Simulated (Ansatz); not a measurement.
**One shape, several levels: NBrO (nitrosyl bromide)**

Aim: a comparison of 6 runs (UPBE/STO-3G, r2SCAN0/STO-3G, revPBE/STO-3G, wB97M-V/STO-3G, CCSDT(Q)/STO-3G, CCSD/STO-3G) of NBrO (nitrosyl bromide). 

The results are computed with Ansatz 0.2.0.

69 further runs of the same task are left out: 10 that didn't finish, 59 set aside as unsound or not needed.

## (1) The structure to begin with

NBrO: 3 atoms, total charge 0, spin state singlet. SMILES: `O=NBr`. The Br3–N2 distance was set to 3.175 Å, away from the relaxed value. At this shape a bond of the SMILES string is far longer than usual.

Bond lengths: O1–N2 1.126 Å. A long bond or contact: N2–Br3 3.175 Å.

## (2) A single-point energy at UPBE/STO-3G (run 1)

Input file in.yaml:

```yaml
crystal:
  periodic: [false, false, false]
  atoms:
    - {symbol: O, position_ang: [1.367741, -1.606704, 0.579863]}
    - {symbol: "N", position_ang: [0.381021, -1.596384, 0.038403]}
    - {symbol: Br, position_ang: [-0.896840, 1.283280, -0.355590]}
basis:
  gaussian:
    orbitals: STO-3G
accuracy: high
hamiltonian:
  xc: pbe
magnetization:
  spin_polarized: true
  initial_magnetization: 0
total_charge: 0
```

The run is started by

```
$ ansatz run in.yaml --threads 1 --pin off --max-ram 3480MiB --events-out events.jsonl --progress --plain --runs-dir runs
```

Log:

```text
Warning: RAYON_NUM_THREADS=1 ignored (pool sized by the plan → 1); use --threads N
Functional definition: PBE
  name "PBE"
  parameter kappa = 0.804
  parameter beta = 0.06672455060314922
  exchange = pbe_x(kappa = kappa, mu = beta*pi^2/3)
  correlation = pbe_c(beta = beta)
365 factors; integrals over basis functions are off by at most 2.4e-8 eV
mean field evaluation 1: about -72741.9943 eV, gradient 1.8e1 eV
mean field evaluation 2: about -72441.9129 eV, gradient 3.8e1 eV
mean field evaluation 4: about -72647.0978 eV, gradient 1.1e1 eV
mean field evaluation 8: about -72748.8209 eV, gradient 1.1e1 eV
mean field evaluation 16: about -72749.7322 eV, gradient 2.1e-6 eV
mean field evaluation 32: about -72742.8835 eV, gradient 5.9e0 eV
mean field evaluation 64: about -72749.7947 eV, gradient 5.7e-5 eV
mean field evaluation 96: about -72749.7726 eV, gradient 1.5e0 eV
mean field evaluation 128: about -72749.8873 eV, gradient 8.9e-2 eV
mean field evaluation 160: about -72749.8892 eV, gradient 2.1e-1 eV
mean field evaluation 192: about -72749.1475 eV, gradient 2.0e-1 eV
mean field -72749.90604903 eV, -2673.5097356444 hartree, gradient 1.2e-8 eV, S^2 0.598203; 14 other end points of the search recorded, 0 dependent functions left out
reference -72749.90605025 eV, -2673.5097356894 hartree; 25, 25 occupied and 3, 3 virtual orbitals, 365 factors
Total energy: -72749.90605025 eV, -2673.5097356894 hartree
```

Wall time 11 s (1 thread of Intel Xeon Platinum 8375C at 2.90GHz (Ice Lake), shared host); peak memory 0.14 GiB.

## (3) A single-point energy at r2SCAN0/STO-3G (run 2)

Input file run.yaml:

```yaml
crystal:
  periodic: [false, false, false]
  atoms:
    - {symbol: O, position_ang: [1.367741, -1.606704, 0.579863]}
    - {symbol: N, position_ang: [0.381021, -1.596384, 0.038403]}
    - {symbol: Br, position_ang: [-0.896840, 1.283280, -0.355590]}
basis:
  gaussian:
    orbitals: STO-3G
total_charge: 0
hamiltonian:
  xc: {name: r2SCAN0}
accuracy: high
```

The run is started by

```
$ ansatz run run.yaml --threads 1 --pin off --max-ram 3480MiB --events-out events.jsonl --progress --plain --runs-dir runs
```

Log:

```text
Warning: RAYON_NUM_THREADS=1 ignored (pool sized by the plan → 1); use --threads N
Functional definition: r2SCAN0
  name "r2SCAN0"
  parameter a = 0.25
  parameter k0 = 0.174
  parameter k1 = 0.065
  parameter a1 = 4.9479
  exchange = (1 - a)*r2scan_x(k0 = k0, k1 = k1, a1 = a1) + a*exact_x
  correlation = r2scan_c
365 factors; integrals over basis functions are off by at most 2.4e-8 eV
mean field evaluation 1: about -72761.2970 eV, gradient 1.4e1 eV
mean field evaluation 2: about -72666.4965 eV, gradient 1.7e1 eV
mean field evaluation 4: about -72761.6376 eV, gradient 6.7e0 eV
mean field evaluation 8: about -72764.1843 eV, gradient 1.3e1 eV
mean field evaluation 16: about -72766.9221 eV, gradient 1.3e-1 eV
mean field evaluation 32: about -72766.8293 eV, gradient 2.0e0 eV
mean field -72766.92228657 eV, -2674.1350708402 hartree, gradient 5.8e-8 eV, S^2 0.000000; 4 other end points of the search recorded, 0 dependent functions left out
reference -72766.92228673 eV, -2674.1350708460 hartree; 25, 25 occupied and 3, 3 virtual orbitals, 365 factors
Total energy: -72766.92228673 eV, -2674.1350708460 hartree
```

Wall time 3.6 s (1 thread of Intel Xeon Platinum 8375C at 2.90GHz (Ice Lake), shared host); peak memory 0.15 GiB.

Runs 3 to 5 aren't shown in full; the table further down has their settings and results.

## (4) The energy at CCSD/STO-3G (run 6)

Input file job.yaml:

```yaml
crystal:
  periodic: [false, false, false]
  atoms:
    - {symbol: O, position_ang: [1.367741, -1.606704, 0.579863]}
    - {symbol: "N", position_ang: [0.381021, -1.596384, 0.038403]}
    - {symbol: Br, position_ang: [-0.896840, 1.283280, -0.355590]}
basis:
  gaussian:
    orbitals: STO-3G
correlation:
  method: ccsd
  frozen_orbitals: {Br: 9, "N": 1, O: 1}
accuracy: high
scf:
  omitted_lower_state_checks: [cluster_reference, increment]
```

The run is started by

```
$ ansatz run job.yaml --threads 1 --pin off --max-ram 3480MiB --events-out events.jsonl --progress --plain --runs-dir runs
```

Log:

```text
Warning: RAYON_NUM_THREADS=1 ignored (pool sized by the plan → 1); use --threads N
[... 13 lines left out ...]
11 core orbitals not correlated: weight in the atoms' cores, before any rotation towards them, 1.000 or more for the frozen orbitals, at most 0.000 for the correlated occupied ones
[... 38 lines left out ...]
WARN: these amplitudes may be one of several solutions (largest doubles amplitude 0.73, level shift 9.21 eV)
Total energy: -72716.02324607 eV, -2672.2645656021 hartree
Checks for a lower state left out: cluster_reference, increment
```

It took 0.71 s on 1 thread of Intel Xeon Platinum 8375C at 2.90GHz (Ice Lake), shared host.

## (5) All runs side by side

| run | level | frozen core orbitals | energy (Eh) | wall time |
| --- | --- | --- | --- | --- |
| 1 | UPBE/STO-3G | – | -2673.509736 | 11 s |
| 2 | r2SCAN0/STO-3G | – | -2674.135071 | 3.6 s |
| 3 | revPBE/STO-3G | – | -2673.827648 | 3.9 s |
| 4 | wB97M-V/STO-3G | – | -2674.123381 | 12 s |
| 5 | CCSDT(Q)/STO-3G | 11 | -2672.286662 | 2.5 s |
| 6 | CCSD/STO-3G | 11 | -2672.264566 | 0.71 s |

## (6) Summary of results

| quantity | value |
| --- | --- |
| run 6: total energy | -2672.26457 Eh |
| run 6: correlation energy (11 core orbitals frozen) | -254.2 mEh |
| run 6: T1 diagnostic | 0.037 |

Totals of different functionals can't be ranked against each other. In run 6 the T1 diagnostic is large, so a single reference may not serve. In runs 5, 6 the log says that unrestricted orbitals would lower the reference, so the values rest on an unstable closed-shell determinant (other closed-shell runs at this shape may share the fault). In runs 1, 2, 3, 4, 5, 6 the basis is minimal, so the values are rough. Spin contamination of the reference: run 1 ⟨S²⟩ = 0.60. All runs together took 34 s, the longest 12 s.
